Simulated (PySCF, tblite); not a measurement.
**C₇H₇ClOSi: geometry, infrared bands and NMR shifts**

What infrared bands and NMR shifts should C₇H₇ClOSi (`O=C(Cl)c1ccc([SiH3])cc1`) show?

The runs use tblite 0.8.0 and PySCF 2.14.0, with density-fitted response routines of our own; the level of theory stands in each step. All values are computed, except where a source is named. Atoms are numbered from 0 throughout.

## 1. The starting structure

17 atoms, charge 0, multiplicity 1; geometry from: force field or distance geometry start.

Bonds of the start (Å): O0–C1 1.24, C1–Cl2 1.75, C1–C3 1.50, C3–C4 1.41, C4–C5 1.40, C5–C6 1.41, C6–Si7 1.87, C6–C8 1.40, C8–C9 1.39, C9–C3 1.39, C4–H10 1.09, C5–H11 1.09, Si7–H12 1.49, Si7–H13 1.49, Si7–H14 1.48, C8–H15 1.10, C9–H16 1.09.

## 2. Relaxing the molecule with GFN2-xTB

Job settings and geometry (Å):

```
{"job": {"kind": "relax", "xc": "GFN2-xTB", "basis": "xTB"}, "charge": 0, "multiplicity": 1}
O      3.677200    -1.270000     0.416100
C      3.165100    -0.140800     0.323400
Cl     4.140500     1.315300     0.297500
C      1.673200    -0.052500     0.254300
C      0.923600    -1.246100     0.302200
C     -0.477500    -1.208400     0.228900
C     -1.153200     0.019800     0.130900
Si    -3.022700     0.071800     0.053800
C     -0.392500     1.197600     0.104200
C      0.997200     1.162700     0.170800
H      1.420200    -2.211800     0.367800
H     -1.020300    -2.155000     0.261100
H     -3.495600     1.478900    -0.018800
H     -3.488400    -0.671700    -1.155100
H     -3.602800    -0.563500     1.264100
H     -0.889600     2.173600     0.040700
H      1.538500     2.112100     0.141500
```

Launch:

```sh
$ OMP_NUM_THREADS=1 python probes_run.py task.json out
```

One launch serves the whole session: the jobs run in the order shown.

**Question.** This job is followed by: GFN2-xTB harmonic vibrations, gas phase; GIAO PBE0/pcSseg-1 NMR shielding, non-relativistic, gas phase. What will the session give for the following? strongest single infrared mode (GFN2-xTB); zero-point energy (GFN2-xTB); 13C shifts against TMS (PBE0/pcSseg-1, means over atoms taken as alike); 1H shifts against TMS (PBE0/pcSseg-1, means over atoms taken as alike); 17O shifts against H2O (PBE0/pcSseg-1); 35Cl shifts against HCl (PBE0/pcSseg-1); 29Si shifts against TMS (PBE0/pcSseg-1).

As calculated:

| quantity | value |
| --- | --- |
| strongest single infrared mode (GFN2-xTB) | 781 cm⁻¹, 701 km/mol |
| zero-point energy (GFN2-xTB) | 69.7 kcal/mol |
| 13C shifts against TMS (PBE0/pcSseg-1, means over atoms taken as alike) | 177.0, 147.3, 141.5, 138.1, 136.5 ppm |
| 1H shifts against TMS (PBE0/pcSseg-1, means over atoms taken as alike) | 8.57, 8.01, 4.60 ppm |
| 17O shifts against H2O (PBE0/pcSseg-1) | 566.6 ppm |
| 35Cl shifts against HCl (PBE0/pcSseg-1) | 408 ppm |
| 29Si shifts against TMS (PBE0/pcSseg-1) | -67.4 ppm |

Over 23 steps the energy fell by 0.272 eV; of the close pairs, O0–C1 changed most, 1.243 to 1.190 Å. No mode is imaginary among the 45: a minimum at this level. Unscaled tight-binding wavenumbers are off by several per cent, some by more. Its intensities can rank the bands wrongly. At PBE0/pcSseg-1: Shielding is most anisotropic at O0 (span 882 ppm, paramagnetic term -626 ppm). NICS(1)zz of -27 ppm above the planar ring from C3 marks a diatropic (aromatic) ring current.
